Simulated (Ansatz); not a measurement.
# FGeH₅OSi: small, medium and large basis sets

An exercise on one series of results from a longer session: the logs are not shown, and one member is left open.

Program: Ansatz 0.2.0, Gaussian basis. Level of theory: one geometry, several basis sets. These are calculated values, not measurements.

The runs, in order: PBE0-D4/def2-SVP; ωB97M-V/def2-SVP; PBE0-D4/def2-QZVPP; ωB97M-V/def2-QZVPP; the functionals' def2-TZVPP values are taken from earlier runs.

## The relaxed structure

All runs share one geometry, relaxed beforehand with PBE0-D4 in a triple-zeta def2 set.

9 atoms, charge 0, spin multiplicity 1.

Atoms are counted from 1 here; the program's logs count them from 0.

Bond lengths: F1–Si2 1.598 Å, Si2–O3 1.614 Å, Si2–H5 1.477 Å, Si2–H6 1.483 Å, O3–Ge4 1.783 Å, Ge4–H7 1.537 Å, Ge4–H8 1.532 Å, Ge4–H9 1.533 Å. Angles: F1–Si2–O3 110.3°, F1–Si2–H5 107.5°, F1–Si2–H6 106.1°, O3–Si2–H5 108.6°, O3–Si2–H6 111.3°, H5–Si2–H6 112.9°, Si2–O3–Ge4 136.3°, O3–Ge4–H7 108.1°, O3–Ge4–H8 105.5°, O3–Ge4–H9 107.5°, H7–Ge4–H8 111.9°, H7–Ge4–H9 111.6°, H8–Ge4–H9 112.0°.

The first run:

Contents of in.yaml:

```yaml
crystal:
  periodic: [false, false, false]
  atoms:
    - {symbol: F, position_ang: [-2.030889, 0.949865, 0.787826]}
    - {symbol: Si, position_ang: [-0.668560, 1.387972, 0.075635]}
    - {symbol: O, position_ang: [0.001018, 0.127523, -0.678120]}
    - {symbol: Ge, position_ang: [0.749626, -1.415518, -0.192254]}
    - {symbol: H, position_ang: [-1.003314, 2.415151, -0.932022]}
    - {symbol: H, position_ang: [0.211849, 1.900900, 1.153445]}
    - {symbol: H, position_ang: [1.349133, -1.233352, 1.211598]}
    - {symbol: H, position_ang: [1.829867, -1.694706, -1.242081]}
    - {symbol: H, position_ang: [-0.350131, -2.484135, -0.201126]}
basis:
  gaussian: {orbitals: def2-SVP}
hamiltonian: {xc: pbe0, dispersion: d4}
output: {orbitals: {seedname: orbitals}}
```

Started as:

```console
> ansatz run in.yaml --threads 4 --pin off --events-out ev --progress --plain --max-ram 10444MiB
```

Among the steps run: PBE0-D4 in def2-SVP; ωB97M-V in def2-SVP; PBE0-D4 in def2-QZVPP; ωB97M-V in def2-QZVPP.

One of the session's tables, all rows but one given; the rest of the session is left out.

It belongs to the step «Functionals by basis». 

```
functional       basis  HOMO (eV)  LUMO (eV)
   PBE0-D4    def2-SVP      -8.73       0.16
   PBE0-D4  def2-TZVPP      -8.82      -0.13
   PBE0-D4  def2-QZVPP      -8.84      -0.35
   ωB97M-V    def2-SVP          ?          ?
   ωB97M-V  def2-TZVPP     -11.11       1.67
   ωB97M-V  def2-QZVPP     -11.13       1.22
```

Q: Estimate the row for ωB97M-V, def2-SVP from the others.

**Answer.** HOMO (eV): -10.97; LUMO (eV): 2.06. In the column «HOMO (eV)» it lies between ωB97M-V, def2-TZVPP (-11.11) and PBE0-D4, def2-QZVPP (-8.84).
